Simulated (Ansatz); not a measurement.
# C2H5B2NO: the cost of one run

Method: UKS PBE0-D4/6-31G, in Ansatz 0.2.0.

### Step 1. The system as given

Bond lengths: C1–C2 1.238 Å, C2–B3 1.560 Å, B3–B4 1.587 Å, B4–N5 1.498 Å, B4–O6 1.526 Å, C1–H7 1.059 Å, B3–H8 1.159 Å, N5–H9 1.097 Å, N5–H10 1.017 Å, O6–H11 0.971 Å. Angles: C1–C2–B3 177.9°, C2–C1–H7 174.3°, C2–B3–B4 118.5°, C2–B3–H8 115.8°, B4–B3–H8 125.7°, B3–B4–N5 126.0°, B3–B4–O6 118.3°, N5–B4–O6 115.7°, B4–N5–H9 106.8°, B4–N5–H10 108.0°, H9–N5–H10 106.9°, B4–O6–H11 106.1°.

Coordinates:

```xyz
11

C     2.7504   -0.0039   -0.0968
C     1.5952   -0.4471   -0.1292
B     0.1609   -1.0586   -0.1668
B    -1.0741   -0.1102    0.1393
N    -1.0070    1.3568    0.4353
O    -2.4744   -0.7163    0.1169
H     3.6972    0.4696   -0.0873
H     0.1016   -2.1933   -0.3935
H    -0.3835    1.4709    1.3302
H    -0.5116    1.8092   -0.3294
H    -2.7893   -0.6341   -0.7981
```

### Step 2. Relaxing end A

Input file input.yaml:

```yaml
crystal:
  periodic: [false, false, false]
  atoms:
    - { symbol: C, position_ang: [2.7504, -0.0039, -0.0968] }
    - { symbol: C, position_ang: [1.5952, -0.4471, -0.1292] }
    - { symbol: B, position_ang: [0.1609, -1.0586, -0.1668] }
    - { symbol: B, position_ang: [-1.0741, -0.1102, 0.1393] }
    - { symbol: "N", position_ang: [-1.007, 1.3568, 0.4353] }
    - { symbol: O, position_ang: [-2.4744, -0.7163, 0.1169] }
    - { symbol: H, position_ang: [3.6972, 0.4696, -0.0873] }
    - { symbol: H, position_ang: [0.1016, -2.1933, -0.3935] }
    - { symbol: H, position_ang: [-0.3835, 1.4709, 1.3302] }
    - { symbol: H, position_ang: [-0.5116, 1.8092, -0.3294] }
    - { symbol: H, position_ang: [-2.7893, -0.6341, -0.7981] }
magnetization:
  spin_polarized: true
basis:
  gaussian: { orbitals: "6-31G" }
hamiltonian:
  xc: pbe0
  dispersion: d4
relax:
  f_tol: 0.02
  max_steps: 50
output:
  orbitals: {}
```

The run is started by

```sh
> ansatz run input.yaml --threads 1 --pin off --max-ram 2048MiB --backend cpu --events-out ev --progress --plain --runs-dir out
```

Q: Estimate wall time and peak memory on 1 thread of Intel Xeon 6975P-C (Granite Rapids), shared host.

About 64 s, with a peak of 0.21 GiB.
